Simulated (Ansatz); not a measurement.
# Hf5W: the cost of one run

Method: DFT PBE, scalar-relativistic, plane waves, PAW, in Ansatz 0.2.0.

1 further run of the same task is left out (it didn't finish). Runs told in other sessions of the task aren't counted.

### Step 1. The structure to begin with

The cell holds 12 atoms (Hf10W2): a = 6.062 Å, b = 6.062 Å, c = 7.628 Å, α = 97.61°, β = 97.61°, γ = 109.47°.

The sites of an ideal bcc lattice, at a guessed lattice constant, take 2 W, 10 Hf (sublattices apart by semicolons), with a shake of 0.02 Å. Warren-Cowley parameters of the first shell (negative: unlike neighbours preferred): Hf-W +0.10. In a cell this small the draw can fall short of the order aimed at.

As a file:

```
CELL_PARAMETERS angstrom
-3.49977 -3.49977 3.49977
-3.49977 3.49977 -3.49977
1.74989 -5.24966 -5.24966
ATOMIC_POSITIONS crystal
Hf 0.17123 0.67333 0.67035
Hf 0.16182 0.16825 0.66222
Hf 0.83213 0.83400 0.33364
Hf 0.33887 0.83839 0.33310
Hf 0.83528 0.33517 0.33499
Hf 0.32693 0.32747 0.34006
Hf 0.50153 0.50269 0.99375
Hf 0.99841 0.49564 0.99942
Hf 0.49764 0.99528 0.99636
Hf 0.00352 0.00430 0.00016
W 0.66896 0.67234 0.66754
W 0.66945 0.17355 0.66887
```

### Step 2. Relaxing on a coarse mesh

Cell and atoms move without symmetry, on a coarse mesh with loose thresholds.

The input, input.yaml:

```yaml
crystal:
  lattice:
    - [-3.49977322, -3.49977322, 3.49977322]
    - [-3.49977322, 3.49977322, -3.49977322]
    - [1.74988661, -5.24965983, -5.24965983]
  atoms:
    - { symbol: Hf, position: [0.1712284436, 0.6733252695, 0.6703526387] }
    - { symbol: Hf, position: [0.1618206795, 0.168249387, 0.6622160294] }
    - { symbol: Hf, position: [0.8321262508, 0.8340030585, 0.3336351206] }
    - { symbol: Hf, position: [0.3388712347, 0.8383901542, 0.3330964118] }
    - { symbol: Hf, position: [0.8352798584, 0.3351749313, 0.3349910148] }
    - { symbol: Hf, position: [0.3269307678, 0.3274734089, 0.3400571003] }
    - { symbol: Hf, position: [0.5015307349, 0.5026941117, 0.9937518569] }
    - { symbol: Hf, position: [0.9984132852, 0.4956355407, 0.9994158574] }
    - { symbol: Hf, position: [0.4976449928, 0.9952759178, 0.9963584781] }
    - { symbol: Hf, position: [0.0035194134, 0.0043022713, 0.0001649146] }
    - { symbol: W, position: [0.6689585308, 0.6723388177, 0.6675408616] }
    - { symbol: W, position: [0.6694526034, 0.173545168, 0.6688669836] }
  symmetry: { detect: false }
basis:
  ecutwfc: 420
kpoints:
  mp_grid: { grid: [3, 3, 2], shift: [0.0, 0.0, 0.5] }
hamiltonian:
  xc: pbe
scf:
  occupations: { method: gaussian, width: 0.1 }
  lower_state_search: "off"
output:
  forces: true
  stress: true
  eigenvalues: true
relax:
  adjacent_minimum: "off"
  f_tol: 0.04
  max_steps: 50
  cell: { stress_tol: 0.3 }
```

Command:

```sh
$ ansatz run input.yaml --threads 4 --pin off --max-ram 9216MiB --backend cpu --events-out ev --progress --plain --runs-dir out
```

Q: Estimate wall time and peak memory on 4 threads of Intel Xeon 6975P-C (Granite Rapids), shared host.

About 2.4 min, with a peak of 1.3 GiB.
